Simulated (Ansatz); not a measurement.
# CH3BrCl: the cost of one run

The runs use Ansatz 0.2.0, Gaussian basis; PBE0-D4 structure, single points in def2-TZVPPD.

Levels: PBE-D4, revPBE-D4, BLYP-D4, r2SCAN-D4, B97M-V, PBE0-D4, B3LYP-D4, HSE06-D4, wB97X-V, wB97M-V, B2PLYP, Hartree-Fock, MP2, CCSD, CCSD(T). The reference is CCSD(T) extrapolated to the basis limit. For elements past Ar these valence bases correlate outer-core shells poorly and lack relativity, so that limit is rough.

Cores are frozen in the correlated methods. Filled d shells of the heavier atoms are correlated. B3LYP uses VWN-RPA correlation. B2PLYP carries no dispersion term here.

163 further runs of the same task are left out: 163 set aside as unsound or not needed. Runs told in other sessions of the task aren't counted.

## (1) The system as given

The pair, from a GFN2-xTB docking trial: 6 atoms, charge -1, spin multiplicity 1.

Atoms are counted from 1 here; the program's logs count them from 0.

Bond lengths: C2–Cl3 1.781 Å, C2–H4 1.086 Å, C2–H5 1.083 Å, C2–H6 1.084 Å. Angles: Cl3–C2–H4 108.1°, Cl3–C2–H5 108.6°, Cl3–C2–H6 108.2°, H4–C2–H5 110.6°, H4–C2–H6 110.8°, H5–C2–H6 110.4°.

Geometry (Å):

```xyz
6
charge -1, multiplicity 1
Br    0.12160    0.09830   -2.75260
C    -0.01830   -0.03010    0.39940
Cl   -0.09040    0.09980    2.17380
H     0.95420   -0.43080    0.12940
H    -0.15550    0.95660   -0.02510
H    -0.81160   -0.69390    0.07520
```

Atoms 1 to 1 are fragment A (Br−), the rest fragment B (CH3Cl).

## (2) A first relaxation in a small basis

pre/in.yaml reads:

```yaml
crystal:
  periodic: [false, false, false]
  atoms:
    - {symbol: Br, position_ang: [0.121600, 0.098300, -2.752600]}
    - {symbol: C, position_ang: [-0.018300, -0.030100, 0.399400]}
    - {symbol: Cl, position_ang: [-0.090400, 0.099800, 2.173800]}
    - {symbol: H, position_ang: [0.954200, -0.430800, 0.129400]}
    - {symbol: H, position_ang: [-0.155500, 0.956600, -0.025100]}
    - {symbol: H, position_ang: [-0.811600, -0.693900, 0.075200]}
basis:
  gaussian: {orbitals: def2-SVPD}
total_charge: -1
hamiltonian: {xc: pbe, dispersion: d4}
relax: {f_tol: 0.03, max_steps: 250}
```

Started as:

```
> ansatz run in.yaml --threads 4 --pin off --events-out ev --progress --plain --max-ram 9574MiB
```

**Question.** How long does this run take on 4 threads of AMD EPYC 9R45, shared host?

About 2.5 s.
